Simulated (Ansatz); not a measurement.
BGeH8NSi, SMILES [BH2][GeH2][NH][SiH3]: vertical spin-state energies, run with the Python package of Ansatz (0.2.0).

Script `bgeh8nsi_spin.py`:
```python
import ansatz as az
from ase import Atoms

BASIS = "def2-SVPD"
XC = "hf"


def main() -> None:
    atoms = Atoms(["B", "Ge", "N", "Si", "H", "H", "H", "H", "H", "H", "H", "H"], positions=[
        (1.7629, 0.5927, 0.9081),
        (0.7954, 0.5109, -0.8634),
        (-0.3807, -0.939, -0.8935),
        (-1.7675, -0.5335, 0.1648),
        (2.4168, -0.3235, 1.2652),
        (1.6549, 1.5469, 1.5954),
        (0.0167, 1.8312, -1.0979),
        (1.8418, 0.3374, -1.9932),
        (0.1161, -1.7442, -0.4511),
        (-1.2932, -0.2738, 1.5327),
        (-2.708, -1.6633, 0.1878),
        (-2.4554, 0.6581, -0.3548),
    ])
    mol = az.Crystal.molecule_from_ase(atoms)

    calc = mol.calculation().basis(gaussian=BASIS).functional(XC)
    found = {}
    for unpaired in [0, 2]:
        rep = calc.spin("collinear", total=unpaired).run(threads=1).report
        s = unpaired / 2
        found[unpaired] = rep["free_energy_ev"]
        print(f"2S+1 = {unpaired + 1}: E = {found[unpaired]:.5f} eV, <S^2> = {abs(rep['mean_field']['state']['spin_squared']):.3f} (pure state {s * (s + 1):.2f})")
    lowest = min(found, key=found.get)
    for unpaired, e in found.items():
        print(f"multiplicity {unpaired + 1}: {23.060548 * (e - found[lowest]):.1f} kcal/mol above the lowest")


if __name__ == "__main__":
    main()
```

Which spin state is lowest at this geometry, and how far above lie the others?

In order: multiplicity 1 (+0.00 eV) and multiplicity 3 (+2.97 eV), all at the one geometry.

The output:

```console
$ python bgeh8nsi_spin.py
2S+1 = 1: E = -66604.10533 eV, <S^2> = 0.000 (pure state 0.00)
2S+1 = 3: E = -66601.13505 eV, <S^2> = 2.024 (pure state 2.00)
multiplicity 1: 0.0 kcal/mol above the lowest
multiplicity 3: 68.5 kcal/mol above the lowest
```

Caveats:
- Total energies depend on the basis set; only differences at equal settings carry meaning.
- The geometry is a force-field or estimated start, not a minimum of this method, and the basis set is short of its limit. All parts are taken at fixed geometry, without zero-point energy.
- Hartree-Fock leaves correlation out, so it favours high-spin states too much.
- Hardware and time: 19 s on 1 thread of Arm Neoverse V1, with other jobs on the host, peak memory 0.62 GiB.

(Lines on the test bed's own set-up are left out of the output.)
